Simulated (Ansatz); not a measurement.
Consider a comparison of norm-conserving and PAW potentials of GaC₃, space group Pm-3m (Ansatz 0.2.0, Python API).

Script `run_nc_paw.py`:
```python
# -*- coding: utf-8 -*-
"""Two kinds of potentials on GaC3."""

import ansatz as az
from ase import Atoms
import numpy as np
from tabulate import tabulate


def count_gap(report):
    # lowest empty less highest filled band, counting bands; zero where they overlap
    return max(report.get("gap_by_band_count_ev") or 0.0, 0.0)


def main():
    atoms = Atoms(
        ["Ga", "C", "C", "C"],
        scaled_positions=[
            (0.0, 0.0, 0.0),
            (0.0, 0.5, 0.5),
            (0.5, 0.0, 0.5),
            (0.5, 0.5, 0.0),
        ],
        cell=[
            (3.318948, 0.0, 0.0),
            (0.0, 3.318948, 0.0),
            (0.0, 0.0, 3.318948),
        ],
        pbc=True,
    )
    cell = az.Crystal.from_ase(atoms)

    calc = (
        cell.calculation()
        .functional(az.Functional.PBESOL)
        .kpoints(spacing=0.29)
        .occupations("cold", width=0.05)
        .stress()
        .forces()
        .band_table()
    )
    variants = {
        "PAW": calc.pseudopotentials("paw"),
        "norm-conserving": calc.pseudopotentials("nc"),
    }
    # totals differ by the cores that each treatment holds, so compare what does not depend on them
    rows = []
    for label, variant in variants.items():
        summary = variant.run(threads=1, backend="cpu").report
        levels = np.array(summary["eigenvalues_ev"][0]) - summary["fermi_energy_ev"]
        print(label, "levels at the first k-point near E_F:", np.round(levels[np.abs(levels) < 5], 3))
        rows.append((label, summary["n_electrons"], np.trace(summary["stress_gpa"]) / 3, count_gap(summary)))
    print(tabulate(rows, headers=["treatment", "electrons in bands", "P GPa", "gap by band count eV"], floatfmt=".4f", tablefmt="simple"))


if __name__ == "__main__":
    main()
```

How well do the two treatments of the cores agree on the pressure?

PAW gives -4.463 GPa and norm-conserving -3.898 GPa, 0.56 GPa apart (a gap this large is an error of one set of files, which an all-electron run can settle). They took 0.8 and 2.3 s of processor time.

The output:

```console
$ python run_nc_paw.py
DeckWarning: basis.ecutwfc = 420 eV, auto-derived from the records' recommended cutoffs: set by Ga (normal level)
PAW levels at the first k-point near E_F: [-0.104  1.257  1.257  1.257  3.84   3.84 ]
DeckWarning: basis.ecutwfc = 1115.666836 eV, auto-derived from the records' recommended cutoffs: set by C (normal level)
norm-conserving levels at the first k-point near E_F: [-0.105  1.263  1.263  1.263  3.836  3.836]
treatment          electrons in bands    P GPa    gap by band count eV
---------------  --------------------  -------  ----------------------
PAW                           25.0000  -4.4631                  0.0000
norm-conserving               25.0000  -3.8983                  0.0000
```
(Warnings from the package without file and line.)

The computed bands are complete only to about 3.2 eV above the Fermi level. The mesh is modest for a metal, so energies can be off by several to tens of meV an atom and pressures by half a GPa or more; differences at equal mesh fare better. A gap by band count of zero or less means overlapping bands, a metal, and at an odd count of electrons it is no gap at all. The structure comes from a database of computed cells and needn't be a stable or known phase. Levels are Kohn-Sham eigenvalues on this mesh, without spin-orbit coupling. Stress is positive in compression. Wall time of the script: 3.6 s on 1 thread of Arm Neoverse V2, with other jobs on the host, peak memory 0.43 GiB.

(A comment or docstring line of the script was reworded after the run, the code is as it ran; lines on the test bed's own set-up are left out of the output.)
